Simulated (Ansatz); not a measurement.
# ClGaH6O2Si: the cost of one run

Program: Ansatz 0.2.0. Level of theory: RKS B3LYP/def2-SVP. These are calculated values, not measurements.

### Step 1. The structure to begin with

Bond lengths: Ga1–O2 2.140 Å, O2–H3 1.010 Å, Ga1–Cl4 2.240 Å, Ga1–H5 1.570 Å, Ga1–O6 2.090 Å, O6–Si7 1.680 Å, Si7–H8 1.460 Å, Si7–H9 1.460 Å, Si7–H10 1.460 Å. Angles: Ga1–O2–H3 109.5°, O2–Ga1–Cl4 120.0°, O2–Ga1–H5 120.0°, O2–Ga1–O6 71.6°, Cl4–Ga1–H5 120.0°, Cl4–Ga1–O6 88.5°, H5–Ga1–O6 110.0°, Ga1–O6–Si7 125.0°, O6–Si7–H8 109.5°, O6–Si7–H9 109.5°, O6–Si7–H10 109.5°, H8–Si7–H9 109.4°, H8–Si7–H10 109.4°, H9–Si7–H10 109.4°.

Coordinates:

```xyz
11

Ga    0.0000    0.0000    0.0000
O     0.0000    0.0000    2.1400
H    -0.9095   -0.2814    2.4771
Cl    1.9398    0.0000   -1.1200
H    -1.3596    0.0000   -0.7850
O     0.4457    1.9326    0.6590
Si    1.6410    2.3186    1.7747
H     2.3670    1.1086    2.1493
H     2.5685    3.2783    1.1829
H     1.0276    2.9048    2.9629
H     0.2813    1.2198    1.7667
```

### Step 2. A restrained relaxation towards end A

Springs on the bonds that form and break draw the guess towards this end; the thresholds are loose.

Contents of input.yaml:

```yaml
crystal:
  periodic: [false, false, false]
  atoms:
    - { symbol: Ga, position_ang: [0.0, 0.0, 0.0] }
    - { symbol: O, position_ang: [0.0, 0.0, 2.14] }
    - { symbol: H, position_ang: [-0.9095, -0.2814, 2.4771] }
    - { symbol: Cl, position_ang: [1.9398, 0.0, -1.12] }
    - { symbol: H, position_ang: [-1.3596, 0.0, -0.785] }
    - { symbol: O, position_ang: [0.4457, 1.9326, 0.659] }
    - { symbol: Si, position_ang: [1.641, 2.3186, 1.7747] }
    - { symbol: H, position_ang: [2.367, 1.1086, 2.1493] }
    - { symbol: H, position_ang: [2.5685, 3.2783, 1.1829] }
    - { symbol: H, position_ang: [1.0276, 2.9048, 2.9629] }
    - { symbol: H, position_ang: [0.2813, 1.2198, 1.7667] }
basis:
  gaussian: { orbitals: def2-SVP }
hamiltonian:
  xc: b3lyp
relax:
  f_tol: 0.15
  max_steps: 25
  restrain:
    - { distance: [0, 5], at: 2.99, k: 30.0 }
    - { distance: [10, 1], at: 2.21, k: 30.0 }
    - { distance: [0, 1], at: 1.79, k: 30.0 }
    - { distance: [10, 5], at: 1.01, k: 30.0 }
```

On the command line:

```sh
ansatz run input.yaml --threads 4 --pin off --max-ram 5120MiB --backend cpu --events-out ev --progress --plain --runs-dir out
```

What time and memory should one allow on 4 threads of Intel Xeon Platinum 8259CL at 2.50GHz (Skylake/Cascade Lake), shared host?

About 61 s, with a peak of 0.38 GiB.
